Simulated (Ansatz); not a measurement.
# CH5NOSSi: a ladder of functionals and wavefunction methods

The task here is to estimate one member of a computed series from the others.

Method: functionals in def2-TZVPP, the program's frozen cores in correlated methods; program: Ansatz 0.2.0, Gaussian basis.

Levels to be run: PBE-D4, r2SCAN-D4, PBE0-D4, B3LYP-D4, ωB97X-V, ωB97M-V, B2PLYP; CCSD(T)/def2-TZVPP; MP2/def2-QZVPP; extrapolation to the limit.

## Structure used throughout

An earlier PBE0-D4 in a triple-zeta def2 set relaxation fixed the geometry.

10 atoms, charge 0, spin multiplicity 1.

Atoms are counted from 1 here; the program's logs count them from 0.

Bond lengths: N1–C2 1.270 Å, N1–H6 1.021 Å, C2–S3 1.763 Å, C2–Si4 1.899 Å, S3–H7 1.344 Å, Si4–O5 1.632 Å, Si4–H8 1.485 Å, Si4–H9 1.485 Å, O5–H10 0.969 Å. Angles: C2–N1–H6 114.8°, N1–C2–S3 124.0°, N1–C2–Si4 114.0°, S3–C2–Si4 122.0°, C2–S3–H7 96.9°, C2–Si4–O5 104.6°, C2–Si4–H8 109.1°, C2–Si4–H9 109.1°, O5–Si4–H8 112.6°, O5–Si4–H9 112.6°, H8–Si4–H9 108.6°, Si4–O5–H10 109.9°.

Set-up of the first run:

in.yaml reads:

```yaml
crystal:
  periodic: [false, false, false]
  atoms:
    - {symbol: N, position_ang: [0.352379, 1.591037, -0.373598]}
    - {symbol: C, position_ang: [0.609017, 0.451831, 0.126206]}
    - {symbol: S, position_ang: [2.113496, 0.055654, 0.955096]}
    - {symbol: Si, position_ang: [-0.784100, -0.819258, -0.092714]}
    - {symbol: O, position_ang: [-1.949349, -0.017367, -0.907655]}
    - {symbol: H, position_ang: [1.093614, 2.284872, -0.262752]}
    - {symbol: H, position_ang: [1.810529, -1.222207, 1.239182]}
    - {symbol: H, position_ang: [-0.261846, -1.988194, -0.845832]}
    - {symbol: H, position_ang: [-1.236262, -1.279759, 1.245106]}
    - {symbol: H, position_ang: [-1.664378, 0.892291, -1.080139]}
basis:
  gaussian: {orbitals: def2-TZVPP}
hamiltonian: {xc: pbe, dispersion: d4}
output: {forces: true, orbitals: {seedname: orbitals}}
```

The run is started by

```sh
ansatz run in.yaml --threads 4 --pin off --events-out ev --progress --plain --max-ram 10444MiB
```

Steps of the session up to this table: PBE-D4 (GGA); r2SCAN-D4 (meta-GGA); PBE0-D4 (hybrid); B3LYP-D4 (hybrid); ωB97X-V (range-separated); ωB97M-V (range-separated); B2PLYP (double hybrid); CCSD(T) in def2-TZVPP; MP2 in def2-QZVPP.

One of the session's tables, all rows but one given; the rest of the session is left out.

It belongs to the step «Atomisation energies». 

| method | atomisation energy (eV) |
| --- | --- |
| PBE-D4 | 38.027 |
| r2SCAN-D4 | 37.132 |
| PBE0-D4 | 36.981 |
| B3LYP-D4 | 37.086 |
| ωB97X-V | 37.257 |
| ωB97M-V | 37.269 |
| B2PLYP | 36.600 |
| HF/def2-TZVPP | 25.023 |
| MP2/def2-TZVPP | 36.602 |
| CCSD/def2-TZVPP | ? |
| CCSD(T)/def2-TZVPP | 35.851 |
| MP2/CBS | 37.859 |
| CCSD(T)/CBS | 37.108 |

Q: Estimate the row for CCSD/def2-TZVPP from the others.

**Answer.** atomisation energy (eV): 35.097. In the column «atomisation energy (eV)» it lies between HF/def2-TZVPP (25.023) and CCSD(T)/def2-TZVPP (35.851).
